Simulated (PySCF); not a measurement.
# SiH2SF2 (SMILES F[SiH](F)S): B3LYP/cc-pV(T+d)Z

Aim: the vertical ionisation energy of SiH2SF2 at B3LYP/cc-pV(T+d)Z, from 2 runs. Input form: a Python script.

Program for the calculation: PySCF 2.14.0.

### Step 1. The structure to begin with

SiH2SF2 has 6 atoms, charge 0, and is taken as a singlet. As SMILES, `F[SiH](F)S`. Geometry: relaxed at PBE0-D4/def2-TZVP. This is one conformer, not always the lowest.

Bond lengths: F1–Si2 1.585 Å, Si2–F3 1.585 Å, Si2–S4 2.104 Å, Si2–H5 1.470 Å, S4–H6 1.346 Å. Angles: F1–Si2–F3 105.3°, F1–Si2–S4 111.3°, F3–Si2–S4 111.3°, F1–Si2–H5 109.7°, F3–Si2–H5 109.7°, S4–Si2–H5 109.4°, Si2–S4–H6 93.3°.

### Step 2. A single-point energy at B3LYP/cc-pV(T+d)Z

File geometry.xyz:

```xyz
6

F     -0.390100    -1.503700     0.703600
Si     0.413300    -0.308900     0.041100
F      0.491500    -0.663200    -1.501700
S     -0.555100     1.532600     0.355800
H      1.769100    -0.249400     0.605800
H     -1.686500     1.128700    -0.250700
```

File run.py:

```python
from pyscf import gto, dft

system = gto.Mole()
system.atom = 'geometry.xyz'
system.basis = 'cc-pv(t+d)z'
system.spin = 0
system.max_memory = 1860
system.verbose = 3
system.build()

mf = dft.RKS(system)
mf.xc = 'b3lyp'
mf.grids.level = 4
mf.conv_tol = 1e-10
mf.kernel()
if not mf.converged:
    mf = mf.newton().run(mf.mo_coeff, mf.mo_occ)

e_tot = mf.e_tot
print('Final energy', e_tot)
```

Run with:

```console
$ OMP_NUM_THREADS=1 python run.py
```

The log of the run:

```text
converged SCF energy = -888.889970842877
Final energy -888.8899708428769
```

Run time: 34 s. Hardware: 1 thread of Arm Neoverse V1, shared host; peak memory 1.3 GiB.

### Step 3. The doublet cation, same level

File job.py:

```python
from pyscf import gto, dft

molecule = gto.Mole()
molecule.atom = [
    ('F', (-0.390100, -1.503700, 0.703600)),
    ('Si', (0.413300, -0.308900, 0.041100)),
    ('F', (0.491500, -0.663200, -1.501700)),
    ('S', (-0.555100, 1.532600, 0.355800)),
    ('H', (1.769100, -0.249400, 0.605800)),
    ('H', (-1.686500, 1.128700, -0.250700)),
]
molecule.spin = 1
molecule.verbose = 4
molecule.charge = 1
molecule.max_memory = 1860
molecule.basis = 'cc-pv(t+d)z'
molecule.build()

mf = dft.UKS(molecule)
mf.xc = 'b3lyp'
mf.grids.level = 4
mf.conv_tol = 1e-10
mf.kernel()
if not mf.converged:
    mf = mf.newton().run(mf.mo_coeff, mf.mo_occ)

etot = mf.e_tot
print('E(%s) = %.9f' % ('B3LYP', etot))
```

Run with:

```console
$ OMP_NUM_THREADS=1 python job.py
```

The log of the run:

```text
PySCF version 2.14.0

[INPUT] num. atoms = 6
[INPUT] num. electrons = 49
[INPUT] charge = 1
[INPUT] spin (= nelec alpha-beta = 2S) = 1
[INPUT] symmetry False subgroup None
[INPUT] Mole.unit = angstrom
[INPUT] Symbol           X                Y                Z      unit          X                Y                Z       unit  Magmom
[INPUT]  1 F     -0.390100000000  -1.503700000000   0.703600000000 AA   -0.737182161193  -2.841581173508   1.329611301244 Bohr   0.0
[INPUT]  2 Si     0.413300000000  -0.308900000000   0.041100000000 AA    0.781023807283  -0.583736399878   0.077667743720 Bohr   0.0
[INPUT]  3 F      0.491500000000  -0.663200000000  -1.501700000000 AA    0.928800390224  -1.253266365812  -2.837801721259 Bohr   0.0
[INPUT]  4 S     -0.555100000000   1.532600000000   0.355800000000 AA   -1.048986971746   2.896194258508   0.672364555120 Bohr   0.0
[INPUT]  5 H      1.769100000000  -0.249400000000   0.605800000000 AA    3.343114486968  -0.471297695467   1.144796086262 Bohr   0.0
[INPUT]  6 H     -1.686500000000   1.128700000000  -0.250700000000 AA   -3.187023109079   2.132933876797  -0.473754339428 Bohr   0.0

nuclear repulsion = 231.421512731222
number of shells = 22
number of NR pGTOs = 244
number of NR cGTOs = 166
basis = cc-pv(t+d)z
ecp = {}

******** <class 'pyscf.dft.uks.UKS'> ********
method = UKS
initial guess = minao
damping factor = 0
level_shift factor = 0
DIIS = <class 'pyscf.scf.diis.CDIIS'>
diis_start_cycle = 1
diis_space = 8
diis_damp = 0
SCF conv_tol = 1e-10
SCF conv_tol_grad = None
SCF max_cycles = 50
direct_scf = True
direct_scf_tol = 1e-13
number electrons alpha = 25  beta = 24
XC library pyscf.dft.libxc version 7.0.0
    S. Lehtola, C. Steigemann, M. J.T. Oliveira, and M. A.L. Marques.,  SoftwareX 7, 1–5 (2018)
XC functionals = b3lyp
    P. J. Stephens, F. J. Devlin, C. F. Chabalowski, and M. J. Frisch.,  J. Phys. Chem. 98, 11623 (1994)
radial grids:
    Treutler-Ahlrichs [JCP 102, 346 (1995); DOI:10.1063/1.469408] (M4) radial grids

becke partition: Becke, JCP 88, 2547 (1988); DOI:10.1063/1.454033
pruning grids: <function nwchem_prune>
grids dens level: 4
symmetrized grids: False
atomic radii adjust function: <function treutler_atomic_radii_adjust>
small_rho_cutoff = 0
Set gradient conv threshold to 1e-05
tot grids = 146696
init E= -889.133213123343
[... the frontier-level lines of each cycle are left out ...]

cycle= 1 E= -888.357689769979  delta_E= 0.776  |g|= 0.602  |ddm|= 3.01
cycle= 2 E= -887.467952197886  delta_E= 0.89  |g|= 1.57  |ddm|= 2.28
cycle= 3 E= -888.478258065117  delta_E= -1.01  |g|= 0.169  |ddm|= 1.83
cycle= 4 E= -888.492736754651  delta_E= -0.0145  |g|= 0.0577  |ddm|= 0.292
cycle= 5 E= -888.494121745447  delta_E= -0.00138  |g|= 0.0113  |ddm|= 0.0766
cycle= 6 E= -888.494187837934  delta_E= -6.61e-05  |g|= 0.00321  |ddm|= 0.0206
cycle= 7 E= -888.49419341763  delta_E= -5.58e-06  |g|= 0.0011  |ddm|= 0.00672
cycle= 8 E= -888.494194219574  delta_E= -8.02e-07  |g|= 0.000305  |ddm|= 0.00229
cycle= 9 E= -888.494194255661  delta_E= -3.61e-08  |g|= 0.000131  |ddm|= 0.000466
cycle= 10 E= -888.494194261253  delta_E= -5.59e-09  |g|= 7.67e-05  |ddm|= 0.000206
cycle= 11 E= -888.494194263363  delta_E= -2.11e-09  |g|= 1.27e-05  |ddm|= 0.000104
cycle= 12 E= -888.494194263469  delta_E= -1.06e-10  |g|= 3.71e-06  |ddm|= 2.77e-05
cycle= 13 E= -888.494194263484  delta_E= -1.48e-11  |g|= 7.86e-07  |ddm|= 1.12e-05
Extra cycle  E= -888.49419426348  delta_E= 3.64e-12  |g|= 1.04e-06  |ddm|= 2.72e-06
converged SCF energy = -888.49419426348  <S^2> = 0.7543226  2S+1 = 2.0043179
E(B3LYP) = -888.494194263
```

Run time: 74 s. Hardware: 1 thread of Arm Neoverse V1, shared host; peak memory 1.3 GiB.

### Step 4. Summary of results

Level: B3LYP/cc-pV(T+d)Z.

| quantity | value |
| --- | --- |
| singlet SiH2SF2: total energy | -888.88997 Eh |
| singlet SiH2SF2: dipole moment | 0.71 D |
| singlet SiH2SF2: HOMO energy | -7.99 eV |
| singlet SiH2SF2: LUMO energy | -0.33 eV |
| singlet SiH2SF2: HOMO–LUMO gap | 7.66 eV |
| doublet cation: total energy | -888.49419 Eh |
| doublet cation: HOMO energy (highest over α and β) | -15.92 eV |
| doublet cation: LUMO energy (lowest over α and β) | -13.52 eV |
| doublet cation: ⟨S²⟩ | 0.754 |
| vertical ionisation energy (to the doublet cation) | 10.770 eV |

What this shows: Removing an electron at fixed nuclei costs 10.77 eV (1039 kJ/mol). −ε(HOMO) before ionisation, 7.99 eV, is 2.78 eV below this ionisation energy.
